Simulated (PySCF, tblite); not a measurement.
# C7H17NP−: geometry, infrared bands and NMR shifts

Aim: predict the infrared bands and NMR shifts of C7H17NP− (`CCCC[P-]N(C)CC`).

The runs use tblite 0.8.0 and PySCF 2.14.0, with density-fitted response routines of our own; the level of theory stands in each step. All values are computed, except where a source is named. Atoms count from 0, in the outputs and in this text.

## (1) The starting structure

26 atoms, charge -1, multiplicity 1; geometry from: force field or distance geometry start.

Bonds of the start (Å): C0–C1 1.54, C1–C2 1.50, C2–C3 1.51, C3–P4 1.79, P4–N5 1.72, N5–C6 1.41, N5–C7 1.42, C7–C8 1.51, C0–H9 1.12, C0–H10 1.11, C0–H11 1.08, C1–H12 1.12, C1–H13 1.10, C2–H14 1.12, C2–H15 1.12, C3–H16 1.13, C3–H17 1.12, C6–H18 1.13, C6–H19 1.11, C6–H20 1.10, C7–H21 1.13, C7–H22 1.11, C8–H23 1.11, C8–H24 1.11, C8–H25 1.12.

## (2) Geometry optimisation with GFN2-xTB

What the job is given:

```
{"job": {"kind": "relax", "xc": "GFN2-xTB", "basis": "xTB"}, "charge": -1, "multiplicity": 1}
C      3.846400    -0.851100    -0.342800
C      2.789100     0.209300    -0.691700
C      1.902200     0.289700     0.514200
C      0.776400     1.292900     0.395900
P     -0.331900     0.941100    -0.959700
N     -1.879200     0.314300    -0.527400
C     -2.937100     1.250700    -0.480700
C     -1.871000    -0.635200     0.527500
C     -3.018700    -1.594500     0.348400
H      3.449100    -1.423300     0.539900
H      3.941800    -1.607800    -1.154000
H      4.801900    -0.427100    -0.079200
H      3.378800     1.153900    -0.838500
H      2.277300    -0.069500    -1.628700
H      1.513900    -0.729400     0.763600
H      2.509800     0.592400     1.405600
H      1.243400     2.312400     0.304200
H      0.206200     1.207000     1.355500
H     -2.972700     1.839600     0.487400
H     -2.913500     1.991100    -1.308000
H     -3.905400     0.724500    -0.557100
H     -2.002600    -0.051900     1.482400
H     -0.898200    -1.156700     0.676900
H     -3.979000    -1.039200     0.352500
H     -3.023100    -2.406000     1.105500
H     -2.924800    -2.104600    -0.648700
```

Started as:

```bash
$ OMP_NUM_THREADS=1 python probes_run.py task.json out
```

The driver reads the jobs from task.json and runs them one after another.

**Question.** This job is followed by: GFN2-xTB harmonic vibrations, gas phase; GIAO PBE0/pcSseg-1 NMR shielding, non-relativistic, gas phase. What will the session give for the following? strongest single infrared mode (GFN2-xTB); zero-point energy (GFN2-xTB); ¹³C shifts against TMS (PBE0/pcSseg-1); ¹H shifts against TMS (PBE0/pcSseg-1, means over atoms taken as alike); ³¹P shifts against H3PO4 (PBE0/pcSseg-1); ¹⁵N shifts against NH3 (PBE0/pcSseg-1).

**Answer**, as computed:

| quantity | value |
| --- | --- |
| strongest single infrared mode (GFN2-xTB) | 2836 cm⁻¹, 203 km/mol |
| zero-point energy (GFN2-xTB) | 142.8 kcal/mol |
| ¹³C shifts against TMS (PBE0/pcSseg-1) | 72.5, 50.6, 42.1, 35.6, 24.0, 18.0, 17.8 ppm |
| ¹H shifts against TMS (PBE0/pcSseg-1, means over atoms taken as alike) | 3.83, 3.38, 2.50, 2.10, 1.35, 0.83, 0.75 ppm |
| ³¹P shifts against H3PO4 (PBE0/pcSseg-1) | 178.0 ppm |
| ¹⁵N shifts against NH3 (PBE0/pcSseg-1) | 41.1 ppm |

Relaxing lowered the energy by 1.197 eV in 246 steps; the close pair that moved most is C3–P4, from 1.786 to 1.903 Å. No mode is imaginary among the 72: a minimum at this level. GFN2-xTB is a fitted tight-binding method: band positions and strengths are rough. Its intensities can rank the bands wrongly. H21, H22 (mean) (hydrogen on an sp3 CH2 bonded to N) lies farthest downfield among hydrogen, at 3.83 ppm; its carbon carries N, hence the downfield position. At PBE0/pcSseg-1: Shielding is most anisotropic at P4 (span 754 ppm, paramagnetic term -828 ppm). At PBE0/pcSseg-1 the HOMO lies above zero (+1.07 eV), as often for anions in the gas phase: self-interaction error lifts it, or the electron is held by the finite basis alone; counter-ions and solvent are missing.
